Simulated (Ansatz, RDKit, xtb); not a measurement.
# CH9NOSSi2: which of the isomers drawn lies lowest?

A sample of isomers of CH9NOSSi2 is drawn. Aim: find which of them has the lowest free energy at 298.15 K, then its properties. The sample is small against all isomers, and the most stable one of this formula need not be in it.

The funnel: GFN2-xTB relaxations, single points with a density functional, relaxations at B3LYP-D3(BJ)/def2-SVP, harmonic vibrations (at GFN2-xTB), and a last energy at a higher level. All values are calculated.

**1. Candidates**

Isomers were taken from a list of plausible structures; this is a sample, not all of them. That gives 4 candidates.

| label | SMILES | spin |
| --- | --- | --- |
| c063 | CO[SiH2]N([SiH3])S | singlet |
| c245 | CO[SiH2]N[SiH2]S | singlet |
| c469 | CO[Si@@H](S)N[SiH3] | singlet |
| c983 | CON([SiH3])[SiH2]S | singlet |

Candidates are built by distance geometry, with a force field where one applies, in up to four conformers (letters a to d).

**2. First filter: tight binding**

All 16 starts are relaxed the same way. One of them, c063c (taken from a list of positional isomers, embedded by distance geometry and MMFF94), in full:

start.xyz

```xyz
15
c063c
C      0.419661    -1.608880    -1.379521
N     -0.552308     1.768959     0.635448
O      0.047756    -0.278456    -1.070851
S      0.794768     2.753063     0.599326
Si    -0.437680     0.041062     0.468104
Si    -2.103223     2.218213     0.177149
H     -0.407952    -2.338978    -1.236400
H      1.284311    -1.902195    -0.791513
H      0.706739    -1.620549    -2.445752
H      0.591041    -0.447380     1.407226
H     -1.743195    -0.641580     0.738056
H     -2.253718     2.069384    -1.282740
H     -2.300828     3.671100     0.465589
H     -3.164986     1.499502     0.890454
H      1.144713     2.590962    -0.712303
```

Command:

```console
$ xtb start.xyz --gfn 2 --opt
```

What it wrote, shortened:

```text
* xtb version 6.7.1
[...]
          :  # basis functions                  51          :
[...]
          :  # electrons                        38          :
[...]
          :  Hamiltonian                  GFN2-xTB          :
[...]
          :  net charge                          0          :
          :  unpaired electrons                  0          :
[...]
   *** convergence criteria satisfied after 13 iterations ***
[...]
   *** GEOMETRY OPTIMIZATION CONVERGED AFTER 23 ITERATIONS ***
[...]
   *** convergence criteria satisfied after 3 iterations ***
[...]
         ::                     SUMMARY                     ::
         :::::::::::::::::::::::::::::::::::::::::::::::::::::
         :: total energy             -20.505351542037 Eh    ::
         :: gradient norm              0.000366783156 Eh/a0 ::
         :: HOMO-LUMO gap              3.577377106954 eV    ::
         ::.................................................::
         :: SCC energy               -20.668305958213 Eh    ::
         :: -> isotropic ES            0.062433285841 Eh    ::
         :: -> anisotropic ES         -0.001643139527 Eh    ::
         :: -> anisotropic XC          0.001274200992 Eh    ::
         :: -> dispersion             -0.012317417185 Eh    ::
         :: repulsion energy           0.162954416176 Eh    ::
         :: add. restraining           0.000000000000 Eh    ::
         :: total charge               0.000000000000 e     ::
         :::::::::::::::::::::::::::::::::::::::::::::::::::::
[...]
        19        2.0000           -0.3561715              -9.6919 (HOMO)
        20                         -0.2247053              -6.1145 (LUMO)
[...]
     #   Z          covCN         q      C6AA      α(0)
     1   6 C        3.697     0.040    20.057     6.406
     2   7 N        2.551    -0.394    30.237     8.166
     3   8 O        1.621    -0.352    19.960     6.030
     4  16 S        2.361    -0.173   148.380    20.502
     5  14 Si       3.822     0.574    95.024    18.648
     6  14 Si       3.909     0.508    96.540    18.791
     7   1 H        0.924     0.032     2.553     2.499
     8   1 H        0.924     0.035     2.516     2.480
     9   1 H        0.924     0.058     2.226     2.333
    10   1 H        0.919    -0.079     4.884     3.456
    11   1 H        0.919    -0.099     5.513     3.672
    12   1 H        0.917    -0.092     5.301     3.601
    13   1 H        0.919    -0.088     5.153     3.550
    14   1 H        0.920    -0.106     5.776     3.759
[...]
     #   Z sym  total        # sym  WBO       # sym  WBO       # sym  WBO
 ---------------------------------------------------------------------------
     1   6 C    3.944 --     3 O    0.996     7 H    0.986     8 H    0.985
                             9 H    0.980
     2   7 N    3.269 --     4 S    1.150     6 Si   0.971     5 Si   0.946
     3   8 O    2.291 --     5 Si   1.167     1 C    0.996
     4  16 S    2.170 --     2 N    1.150    15 H    0.960
     5  14 Si   3.899 --     3 O    1.167     2 N    0.946    10 H    0.880
                            11 H    0.877
     6  14 Si   3.672 --     2 N    0.971    13 H    0.893    14 H    0.890
                            12 H    0.890
     7   1 H    0.999 --     1 C    0.986
     8   1 H    0.999 --     1 C    0.985
     9   1 H    0.997 --     1 C    0.980
    10   1 H    0.994 --     5 Si   0.880
[...]
molecular dipole:
                 x           y           z       tot (Debye)
 q only:       -0.234      -0.643      -0.268
   full:       -0.251      -1.030      -0.584       3.077
molecular quadrupole (traceless):
[...]
          | TOTAL ENERGY              -20.505351542037 Eh   |
          | GRADIENT NORM               0.000366783156 Eh/α |
          | HOMO-LUMO GAP               3.577377106954 eV   |
           -------------------------------------------------
[...]
```

Wall time 0.3 s (2 threads of Intel Xeon Platinum 8259CL at 2.50GHz (Skylake/Cascade Lake), shared host).

**3. Distinct minima at GFN2-xTB**

16 of the 16 relaxations converged; 1 ended on a minimum already found. 15 distinct structures remain:

| label | start | SMILES after | spin | energy (kcal/mol) |
| --- | --- | --- | --- | --- |
| c245c | drawn | CO[SiH2]N[SiH2]S | singlet | 0.0 |
| c245b | drawn | CO[SiH2]N[SiH2]S | singlet | 0.4 |
| c245d | drawn | CO[SiH2]N[SiH2]S | singlet | 1.0 |
| c245a | drawn | CO[SiH2]N[SiH2]S | singlet | 1.8 |
| c469d | drawn | CO[Si@@H](S)N[SiH3] | singlet | 4.3 |
| c469b | drawn | CO[Si@@H](S)N[SiH3] | singlet | 4.3 |
| c469c | drawn | CO[Si@@H](S)N[SiH3] | singlet | 4.8 |
| c063c | drawn | CO[SiH2]N([SiH3])S | singlet | 27.5 |
| c063a | drawn | CO[SiH2]N([SiH3])S | singlet | 27.5 |
| c063b | drawn | CO[SiH2]N([SiH3])S | singlet | 28.0 |
| c063d | drawn | CO[SiH2]N([SiH3])S | singlet | 28.7 |
| c983c | drawn | CON([SiH3])[SiH2]S | singlet | 61.7 |
| c983d | drawn | CON([SiH3])[SiH2]S | singlet | 62.5 |
| c983a | drawn | CON([SiH3])[SiH2]S | singlet | 63.2 |
| c983b | drawn | CON([SiH3])[SiH2]S | singlet | 63.3 |

**4. Screening with a density functional**

A choice of the minima (the low ones first, few conformers of a pattern, up to a cap) and the lowest that fell apart get a single point at r2SCAN-D4/def2-SVP on the tight-binding geometry, and one at HF/STO-3G for comparison. The lowest singlets are also tried as triplets at the same geometry (label ending in t). Within 40 kcal/mol but not screened, among others: c245d, c245a, c469c, c063b, c063d. The first, c245c:

input.yaml

```yaml
crystal:
  periodic: [false, false, false]
  atoms:
    - symbol: C
      position_ang: [-2.474294, -0.697895, -0.976607]
    - symbol: "N"
      position_ang: [0.079736, -0.541438, 1.998320]
    - symbol: O
      position_ang: [-1.551262, -0.478354, 0.045327]
    - symbol: S
      position_ang: [1.782259, 1.663863, 3.212059]
    - symbol: Si
      position_ang: [-0.983920, -1.561729, 1.105806]
    - symbol: Si
      position_ang: [0.356866, 1.122480, 1.687760]
    - symbol: H
      position_ang: [-2.725084, 0.267487, -1.417543]
    - symbol: H
      position_ang: [-3.383944, -1.164902, -0.592413]
    - symbol: H
      position_ang: [-2.051244, -1.345968, -1.748076]
    - symbol: H
      position_ang: [-2.051084, -2.093763, 1.956163]
    - symbol: H
      position_ang: [-0.253355, -2.644465, 0.443002]
    - symbol: H
      position_ang: [0.574955, -0.975163, 2.757813]
    - symbol: H
      position_ang: [-0.827569, 1.952136, 1.891519]
    - symbol: H
      position_ang: [0.993200, 1.367180, 0.396023]
    - symbol: H
      position_ang: [1.891983, 2.930012, 2.850190]
basis:
  gaussian:
    orbitals: def2-SVP
hamiltonian:
  xc: r2scan
  dispersion: d4
scf:
  lower_state_search: "off"
output: {orbitals: {seedname: orbitals}}
```

Command:

```console
$ ansatz run input.yaml --threads 2 --pin off --max-ram 5220MiB --events-out events.jsonl --progress --plain --runs-dir runs
```

What it wrote, shortened:

```text
Warning: RAYON_NUM_THREADS=2 ignored (pool sized by the plan → 2); use --threads N
Functional definition: r2SCAN
  name "r2SCAN"
[...]
1592 factors; their error is unknown
[...]
mean field -31297.35184217 eV, -1150.1564660927 hartree, gradient 3.9e-6 eV, S^2 0.000000; 0 other end points of the search recorded, 0 dependent functions left out
reference -31297.35185488 eV, -1150.1564665600 hartree; 37, 37 occupied and 104, 104 virtual orbitals, 1592 factors
Total energy: -31297.45307572 eV, -1150.1601863572 hartree
Checks for a lower state left out: stability, starts, cluster_reference, orbital_swaps, neighbouring_geometries, increment
```

Run time: 2.6 s. Hardware: 2 threads of Intel Xeon Platinum 8259CL at 2.50GHz (Skylake/Cascade Lake), shared host; peak memory 0.2 GiB.

Relative energies in kcal/mol, each column from its lowest structure that stays in one piece:

| label | SMILES | spin | GFN2-xTB | HF/STO-3G | r2SCAN-D4/def2-SVP |
| --- | --- | --- | --- | --- | --- |
| c469d | CO[Si@@H](S)N[SiH3] | singlet | 4.3 | 0.1 | 0.0 |
| c469b | CO[Si@@H](S)N[SiH3] | singlet | 4.3 | 0.0 | 0.9 |
| c245b | CO[SiH2]N[SiH2]S | singlet | 0.4 | 1.1 | 3.0 |
| c245c | CO[SiH2]N[SiH2]S | singlet | 0.0 | 1.7 | 4.3 |
| c063c | CO[SiH2]N([SiH3])S | singlet | 27.5 | 28.0 | 41.9 |
| c063a | CO[SiH2]N([SiH3])S | singlet | 27.5 | 28.3 | 43.2 |
| c469dt | CO[Si@@H](S)N[SiH3] | triplet | – | – | 138.0 |
| c245bt | CO[SiH2]N[SiH2]S | triplet | – | – | 141.8 |

Measured from c469d, GFN2-xTB misplaces c063a by 20 kcal/mol against r2SCAN-D4/def2-SVP, so minima dropped on its energies alone could hide the lowest isomer.

**5. Refinement at B3LYP-D3(BJ)/def2-SVP**

3 candidates are relaxed at B3LYP-D3(BJ)/def2-SVP (chosen among the lowest in one piece, one conformer a pattern). The first, c469d:

input.yaml

```yaml
crystal:
  periodic: [false, false, false]
  atoms:
    - {symbol: C, position_ang: [2.163392, 0.544589, 0.951786]}
    - {symbol: N, position_ang: [-0.382614, -1.623847, 1.790225]}
    - {symbol: O, position_ang: [0.945972, 0.829381, 1.583997]}
    - {symbol: S, position_ang: [-1.295238, 0.155594, -0.515931]}
    - {symbol: Si, position_ang: [-0.471170, 0.063480, 1.474297]}
    - {symbol: Si, position_ang: [0.343081, -2.391327, 3.168498]}
    - {symbol: H, position_ang: [2.054728, 0.586139, -0.134670]}
    - {symbol: H, position_ang: [2.516570, -0.449371, 1.232931]}
    - {symbol: H, position_ang: [2.886647, 1.294667, 1.273052]}
    - {symbol: H, position_ang: [-1.236970, 0.886241, 2.389318]}
    - {symbol: H, position_ang: [-0.969486, 1.420828, -0.721890]}
    - {symbol: H, position_ang: [-1.014264, -2.200006, 1.257026]}
    - {symbol: H, position_ang: [-0.554152, -2.340980, 4.326605]}
    - {symbol: H, position_ang: [1.576785, -1.666766, 3.461279]}
    - {symbol: H, position_ang: [0.597085, -3.769144, 2.747966]}
basis:
  gaussian:
    orbitals: def2-SVP
hamiltonian:
  xc: {name: B3LYP}
  dispersion: d3bj
scf:
  lower_state_search: "off"
relax:
  f_tol: 0.006
```

Command:

```console
$ ansatz run input.yaml --threads 2 --pin off --max-ram 5220MiB --events-out events.jsonl --progress --plain --runs-dir runs
```

What it wrote, shortened:

```text
Warning: RAYON_NUM_THREADS=2 ignored (pool sized by the plan → 2); use --threads N
[...]
Functional definition: B3LYP
  name "B3LYP"
[...]
1470 factors; integrals over basis functions are off by at most 5.3e-4 eV
[...]
mean field -31303.79403318 eV, -1150.3932122457 hartree, gradient 2.4e-6 eV, S^2 0.000000; 0 other end points of the search recorded, 0 dependent functions left out
[...]
reference -31303.79434121 eV, -1150.3932235656 hartree; 37, 37 occupied and 104, 104 virtual orbitals, 1470 factors
relax step   1: F+E_penalty+E_count = -31304.52422294 eV  Δ(F+E_penalty+E_count) = +0.000e0 eV  max|allowed force component| = 9.893e-1 eV/Å  Δτ_max = 0.0000 Å  (15 SCF iters, accepted)
[...]
relax step   8: F+E_penalty+E_count = -31304.72865791 eV  Δ(F+E_penalty+E_count) = -2.277e-3 eV  max|allowed force component| = 1.717e-1 eV/Å  Δτ_max = 0.0974 Å  (19 SCF iters, accepted)
[...]
Atom 6 at     2.049558     0.222568    -0.126458 Å, force     0.000179    -0.000249    -0.000040 eV/Å
Atom 7 at     2.507549    -0.718796     1.325269 Å, force     0.000293     0.000164     0.000952 eV/Å
Atom 8 at     3.055969     0.972432     1.151317 Å, force     0.000646     0.000562    -0.000378 eV/Å
Atom 9 at    -1.296035     1.168210     2.202692 Å, force     0.000829    -0.000242     0.001036 eV/Å
Atom 10 at    -1.451205     1.499861    -0.648774 Å, force     0.000726    -0.000464     0.001644 eV/Å
Atom 11 at    -1.275179    -2.002267     1.455124 Å, force     0.001923    -0.000585     0.002439 eV/Å
Atom 12 at    -0.481519    -3.129587     3.984089 Å, force     0.003280     0.002445    -0.002073 eV/Å
Atom 13 at     1.073931    -1.246107     3.962752 Å, force    -0.001695    -0.003519    -0.002178 eV/Å
Atom 14 at     1.436740    -3.162145     2.525419 Å, force    -0.003034     0.003097     0.003039 eV/Å
Dipole moment:     0.000528    -0.082705    -0.044288 e Å
Checks for a lower state left out: stability, starts, cluster_reference, orbital_swaps, neighbouring_geometries, increment
```

Wall time 2.3 min (2 threads of Intel Xeon Platinum 8259CL at 2.50GHz (Skylake/Cascade Lake), shared host); peak memory 0.36 GiB.

Energy change by step (eV): 0.0000, -0.1483, -0.1590, -0.1791, -0.1919, -0.1664, -0.2022, -0.2044, -0.2079, -0.2092, -0.2099, -0.2105, -0.2122, -0.2132, -0.2136, -0.2143, -0.2155, -0.2159, -0.2164, -0.2166, -0.2166, -0.2168, -0.2169, -0.2170, -0.2170, -0.2170, -0.2171, -0.2171, -0.2171.

After the run. Bond lengths: C1–O3 1.412 Å, N2–Si5 1.732 Å, O3–Si5 1.657 Å, S4–Si5 2.161 Å, N2–Si6 1.749 Å, C1–H7 1.104 Å, C1–H8 1.105 Å, C1–H9 1.101 Å, Si5–H10 1.481 Å, S4–H11 1.353 Å, N2–H12 1.018 Å, Si6–H13 1.493 Å, Si6–H14 1.488 Å, Si6–H15 1.495 Å. Some angles: C1–O3–Si5 125.3°, N2–Si5–O3 109.8°, N2–Si5–S4 104.2°, O3–Si5–S4 113.7°, Si5–N2–Si6 128.4°, O3–C1–H7 111.5°, O3–C1–H8 111.7°, O3–C1–H9 108.5°, N2–Si5–H10 116.2°, O3–Si5–H10 103.7°.

**6. The relaxed candidates**

| label | spin | r2SCAN-D4/def2-SVP (kcal/mol) | B3LYP-D3(BJ)/def2-SVP, relaxed (kcal/mol) | time |
| --- | --- | --- | --- | --- |
| c469d | singlet | 0.0 | 0.0 | 2.3 min |
| c245b | singlet | 3.0 | 2.0 | 3.5 min |
| c063c | singlet | 41.9 | 38.9 | 3.2 min |

c469d: Bond lengths: C1–O3 1.412 Å, N2–Si5 1.732 Å, O3–Si5 1.657 Å, S4–Si5 2.161 Å, N2–Si6 1.749 Å, C1–H7 1.104 Å, C1–H8 1.105 Å, C1–H9 1.101 Å, Si5–H10 1.481 Å, S4–H11 1.353 Å, N2–H12 1.018 Å, Si6–H13 1.493 Å, Si6–H14 1.488 Å, Si6–H15 1.495 Å. Some angles: C1–O3–Si5 125.3°, N2–Si5–O3 109.8°, N2–Si5–S4 104.2°, O3–Si5–S4 113.7°, Si5–N2–Si6 128.4°, O3–C1–H7 111.5°, O3–C1–H8 111.7°, O3–C1–H9 108.5°, N2–Si5–H10 116.2°, O3–Si5–H10 103.7°.

c245b: Bond lengths: C1–O3 1.408 Å, N2–Si5 1.731 Å, O3–Si5 1.667 Å, N2–Si6 1.739 Å, S4–Si6 2.159 Å, C1–H7 1.107 Å, C1–H8 1.101 Å, C1–H9 1.107 Å, Si5–H10 1.491 Å, Si5–H11 1.492 Å, N2–H12 1.019 Å, Si6–H13 1.488 Å, Si6–H14 1.487 Å, S4–H15 1.354 Å. Some angles: C1–O3–Si5 124.8°, N2–Si5–O3 109.8°, Si5–N2–Si6 128.2°, N2–Si6–S4 112.2°, O3–C1–H7 112.1°, O3–C1–H8 108.8°, O3–C1–H9 112.1°, N2–Si5–H10 109.1°, N2–Si5–H11 108.4°, O3–Si5–H10 109.1°.

c063c: Bond lengths: C1–O3 1.409 Å, N2–S4 1.742 Å, N2–Si5 1.753 Å, O3–Si5 1.660 Å, N2–Si6 1.760 Å, C1–H7 1.102 Å, C1–H8 1.106 Å, C1–H9 1.105 Å, Si5–H10 1.490 Å, Si5–H11 1.482 Å, Si6–H12 1.493 Å, Si6–H13 1.490 Å, Si6–H14 1.490 Å, S4–H15 1.363 Å. Some angles: C1–O3–Si5 126.9°, S4–N2–Si5 115.0°, S4–N2–Si6 115.4°, Si5–N2–Si6 129.4°, N2–Si5–O3 112.8°, O3–C1–H7 109.0°, O3–C1–H8 112.2°, O3–C1–H9 111.3°, N2–S4–H15 99.1°, N2–Si5–H10 109.1°.

**7. Vibrations and thermal terms**

The lowest few in one piece go on as finalists. In this search the thermal terms come from GFN2-xTB at its own nearest minimum. The first, c469d:

start.xyz

```xyz
15
c469d
C      2.217815     0.284383     0.963394
N     -0.561036    -1.446717     1.922565
O      1.076083     0.772792     1.636241
S     -1.117837     0.188537    -0.630222
Si    -0.469925     0.211683     1.430950
Si     0.395459    -2.275370     3.130130
H      2.049558     0.222568    -0.126458
H      2.507549    -0.718796     1.325269
H      3.055969     0.972432     1.151317
H     -1.296035     1.168210     2.202692
H     -1.451205     1.499861    -0.648774
H     -1.275179    -2.002267     1.455124
H     -0.481519    -3.129587     3.984089
H      1.073931    -1.246107     3.962752
H      1.436740    -3.162145     2.525419
```

Command:

```console
$ xtb start.xyz --gfn 2 --ohess tight
```

What it wrote, shortened:

```text
* xtb version 6.7.1
[...]
          :  # basis functions                  51          :
[...]
          :  # electrons                        38          :
[...]
          :  Hamiltonian                  GFN2-xTB          :
[...]
          :  net charge                          0          :
          :  unpaired electrons                  0          :
[...]
   *** convergence criteria satisfied after 13 iterations ***
[...]
   *** GEOMETRY OPTIMIZATION CONVERGED AFTER 22 ITERATIONS ***
[...]
   *** convergence criteria satisfied after 3 iterations ***
[...]
         ::                     SUMMARY                     ::
         :::::::::::::::::::::::::::::::::::::::::::::::::::::
         :: total energy             -20.542418603670 Eh    ::
         :: gradient norm              0.000151229915 Eh/a0 ::
         :: HOMO-LUMO gap              4.754527998054 eV    ::
         ::.................................................::
         :: SCC energy               -20.720939379786 Eh    ::
         :: -> isotropic ES            0.066300317889 Eh    ::
         :: -> anisotropic ES          0.002126322466 Eh    ::
         :: -> anisotropic XC          0.002767215372 Eh    ::
         :: -> dispersion             -0.012125430655 Eh    ::
         :: repulsion energy           0.178520776116 Eh    ::
         :: add. restraining           0.000000000000 Eh    ::
         :: total charge              -0.000000000000 e     ::
         :::::::::::::::::::::::::::::::::::::::::::::::::::::
[...]
        19        2.0000           -0.3717585             -10.1161 (HOMO)
        20                         -0.1970328              -5.3615 (LUMO)
[...]
molecular dipole:
                 x           y           z       tot (Debye)
 q only:        0.611      -0.239       0.574
   full:        0.788      -0.138       0.631       2.590
molecular quadrupole (traceless):
[...]
          | TOTAL ENERGY              -20.542418603673 Eh   |
          | TOTAL ENTHALPY            -20.431385665906 Eh   |
          | TOTAL FREE ENERGY         -20.481193375618 Eh   |
          | GRADIENT NORM               0.000151212531 Eh/α |
[...]
```

It took 0.88 s on 2 threads of Intel Xeon Platinum 8259CL at 2.50GHz (Skylake/Cascade Lake), shared host; peak memory 0.11 GiB.

**8. Thermal terms of the finalists**

As xtb prints them, at 298.15 K, with its own treatment of low modes:

| label | SMILES | spin | lowest mode (cm⁻¹) | zero-point (kcal/mol) | G − E (kcal/mol) |
| --- | --- | --- | --- | --- | --- |
| c469d | CO[Si@@H](S)N[SiH3] | singlet | 52 | 62.0 | 38.4 |
| c245b | CO[SiH2]N[SiH2]S | singlet | 43 | 62.1 | 38.5 |
| c063c | CO[SiH2]N([SiH3])S | singlet | 24 | 60.1 | 37.0 |

**9. The final energy**

Each finalist gets a single point at CCSD(T)/def2-SVP + MP2/def2-TZVPP - MP2/def2-SVP.

c469d, CCSD(T)/def2-SVP:

input.yaml

```yaml
crystal:
  periodic: [false, false, false]
  atoms:
    - {symbol: C, position_ang: [2.217815, 0.284383, 0.963394]}
    - {symbol: "N", position_ang: [-0.561036, -1.446717, 1.922565]}
    - {symbol: O, position_ang: [1.076083, 0.772792, 1.636241]}
    - {symbol: S, position_ang: [-1.117837, 0.188537, -0.630222]}
    - {symbol: Si, position_ang: [-0.469925, 0.211683, 1.430950]}
    - {symbol: Si, position_ang: [0.395459, -2.275370, 3.130130]}
    - {symbol: H, position_ang: [2.049558, 0.222568, -0.126458]}
    - {symbol: H, position_ang: [2.507549, -0.718796, 1.325269]}
    - {symbol: H, position_ang: [3.055969, 0.972432, 1.151317]}
    - {symbol: H, position_ang: [-1.296035, 1.168210, 2.202692]}
    - {symbol: H, position_ang: [-1.451205, 1.499861, -0.648774]}
    - {symbol: H, position_ang: [-1.275179, -2.002267, 1.455124]}
    - {symbol: H, position_ang: [-0.481519, -3.129587, 3.984089]}
    - {symbol: H, position_ang: [1.073931, -1.246107, 3.962752]}
    - {symbol: H, position_ang: [1.436740, -3.162145, 2.525419]}
basis:
  gaussian:
    orbitals: def2-SVP
correlation:
  method: ccsd_t
  frozen_orbitals: {Si: 5, O: 1, H: 0, S: 5, "N": 1, C: 1}
```

Command:

```console
$ ansatz run input.yaml --threads 2 --pin off --max-ram 5220MiB --events-out events.jsonl --progress --plain --runs-dir runs
```

What it wrote, shortened:

```text
Warning: RAYON_NUM_THREADS=2 ignored (pool sized by the plan → 2); use --threads N
Functional definition: HF
  name "HF"
[...]
1376 factors; integrals over basis functions are off by at most 1.2e-3 eV
[...]
mean field -31225.00541395 eV, -1147.4977838938 hartree, gradient 2.8e-6 eV, S^2 0.000000; 0 other end points of the search recorded, 0 dependent functions left out
18 core orbitals not correlated: weight in the atoms' cores, before any rotation towards them, 1.000 or more for the frozen orbitals, at most 0.000 for the correlated occupied ones
reference -31225.00541395 eV, -1147.4977838938 hartree; 19, 19 occupied and 104, 104 virtual orbitals, 1376 factors
second order -22.35234657 eV of doubles, -0.00000000 eV of singles
cycle   1  -23.58943403 eV  change    -1.2e0 eV  update   1.1e-1
[...]
cycle   9  -24.38463305 eV  change   -1.2e-5 eV  update   1.7e-5
perturbative correction -0.64475596 eV, -0.0236943445 hartree
Total energy: -31250.03480296 eV, -1148.4175969744 hartree
```

Wall time 26 s (2 threads of Intel Xeon Platinum 8259CL at 2.50GHz (Skylake/Cascade Lake), shared host); peak memory 1 GiB.

[end of part 1 of 2]
